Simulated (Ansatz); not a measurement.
# ClGe: the cost of one run

Program: Ansatz 0.2.0, Gaussian basis. Level of theory: def2-QZVPP, all electrons in the functionals, frozen cores in the correlation of double hybrids and RPA. These are calculated values, not measurements.

To be run: PBE, BLYP, r2SCAN, B97M-V, PBE0, B3LYP, wB97M-V, B2PLYP, at charge 1, triplet; charge 1, singlet; charge 1, quintet.

6 further runs of the same task are left out: 6 set aside as unsound or not needed.

### 1 The geometry

The geometry is a PBE0/def2-TZVP stationary point (not a proven minimum). No spin-orbit coupling is included. The filled d shell of Ge may be among the frozen orbitals whatever the setting's name suggests.

2 atoms, charge 1, spin multiplicity 3.

Atoms are counted from 1 here; the program's logs count them from 0.

Bond lengths: Ge1–Cl2 2.121 Å.

No dispersion term is added; B97M-V, wB97M-V hold VV10 nonlocal correlation. B3LYP takes the VWN-RPA correlation.

The geometry shown and the zero of energy belong to the point charge 1, triplet. The yardstick, RCCSD(T), and other wave-function levels (R restricted, U unrestricted, valence and pair active spaces) come from earlier runs.

### 2 PBE, charge 1, triplet

Contents of in.yaml:

```yaml
crystal:
  periodic: [false, false, false]
  atoms:
    - {symbol: Ge, position_ang: [0.000000, 0.000000, 0.000000]}
    - {symbol: Cl, position_ang: [0.000000, 0.000000, 2.120600]}
basis:
  gaussian: {orbitals: "def2-QZVPP.json"}
total_charge: 1
magnetization: {spin_polarized: true, initial_magnetization: 2}
hamiltonian: {xc: {name: PBE}}
output: {orbitals: {seedname: orbitals}}
```

Run with:

```bash
> ansatz run in.yaml --threads 1 --pin off --events-out ev --progress --plain --max-ram 2393MiB
```

What time and memory should one allow on 1 thread of Arm Neoverse V2, shared host?

About 15 s, with a peak of 0.32 GiB.
